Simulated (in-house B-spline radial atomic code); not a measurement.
**Cs⁵⁺: excited configurations**

How much energy does it take to promote electrons of Cs⁵⁺ to other shells? Each configuration is solved by itself and compared with the reference.

Method: Dirac-Hartree-Fock, average of configuration, Fermi nucleus, basis-set limit. Code: in-house B-spline radial atomic code version 1.

## (1) The atom as given

```
element       : caesium (Z = 55)
charge        : +5
electrons     : 50
configuration : [Kr] 4d10 5s2 5p2
Hamiltonian   : Dirac-Coulomb
nucleus       : Fermi, rms radius 4.804 fm
```

The outer shells:

[Kr] 4d10 5s2 5p2
```
[Kr] core
4d [↑↓][↑↓][↑↓][↑↓][↑↓]
5s [↑↓]
5p [↑ ][↑ ][  ]
```

The boxes draw the filling by Hund's rule, which heavy ions in jj coupling don't follow; these runs average over all states of the configuration.

The run's settings:

```ini
Z = 55
electrons = 50.0
configuration = [Kr] 4d10 5s2 5p2
hamiltonian = dirac
method = hf
spin_polarised = False
nucleus = fermi
rms_radius = 4.8041
mass_number = 133
atomic_mass = 132.905451958
speed_of_light = 137.035999084
```

From the earlier run of the reference: total energy -7780.908606 hartree. Levels, eight at most:

```csv
orbital,occupation,energy (eV),<r> (bohr)
4s1/2,2,-311.25,0.6938
4p1/2,2,-254.78,0.7212
4p3/2,4,-240.45,0.7464
4d3/2,4,-146.90,0.8224
4d5/2,6,-144.47,0.8323
5s1/2,2,-83.976,1.629
5p1/2,0.666667,-69.845,1.781
5p3/2,1.33333,-67.550,1.835
```

## (2) Run with [Ar] 3d9 4s2 4p6 4d9 5s2 5p2 6g2

The run's settings:

```ini
Z = 55
electrons = 50.0
configuration = [Ar] 3d9 4s2 4p6 4d9 5s2 5p2 6g2
hamiltonian = dirac
method = hf
spin_polarised = False
nucleus = fermi
rms_radius = 4.8041
mass_number = 133
atomic_mass = 132.905451958
speed_of_light = 137.035999084
```

## (3) Configuration [Ar] 3d9 4s2 4p6 4d10 5s1 5p3 7d1

Settings: those of step 2 with these lines changed.

```diff
@@ -2,3 +2,3 @@
 electrons = 50.0
-configuration = [Ar] 3d9 4s2 4p6 4d9 5s2 5p2 6g2
+configuration = [Ar] 3d9 4s2 4p6 4d10 5s1 5p3 7d1
 hamiltonian = dirac
```

## (4) Run with [Ar] 3d10 4s2 4p4 4d10 5s2 5p2 7p1 7d1

Settings: those of step 3 with these lines changed.

```diff
@@ -2,3 +2,3 @@
 electrons = 50.0
-configuration = [Ar] 3d9 4s2 4p6 4d10 5s1 5p3 7d1
+configuration = [Ar] 3d10 4s2 4p4 4d10 5s2 5p2 7p1 7d1
 hamiltonian = dirac
```

Q: How far above the reference does each configuration lie (order and size, in eV)?

The runs gave:

| net move | configuration | energy above the reference (eV) | with Breit, QED, recoil (eV) | largest <r> (bohr) |
| --- | --- | --- | --- | --- |
| 2×4p → 7d, 7p | [Ar] 3d10 4s2 4p4 4d10 5s2 5p2 7p1 7d1 | 463.16 | 462.67 | 6.26 |
| 3d, 5s → 5p, 7d | [Ar] 3d9 4s2 4p6 4d10 5s1 5p3 7d1 | 799.82 | 799.36 | 6.69 |
| 3d, 4d → 2×6g | [Ar] 3d9 4s2 4p6 4d9 5s2 5p2 6g2 | 934.17 | 933.76 | 6.43 |

What this shows: At the bottom stands 2×4p → 7d, 7p (463.16 eV), at the top 3d, 4d → 2×6g (934.17 eV). Koopmans' estimate of the ionisation threshold is 67.550 eV; 3 configurations exceed it by over 2 % and could autoionise. Two partly filled shells share a symmetry and can mix in the average, which may lower the energy, for: 2×4p → 7d, 7p; 3d, 5s → 5p, 7d; 3d, 4d → 2×6g. These are averages over configurations, without correlation, not spectroscopic levels.
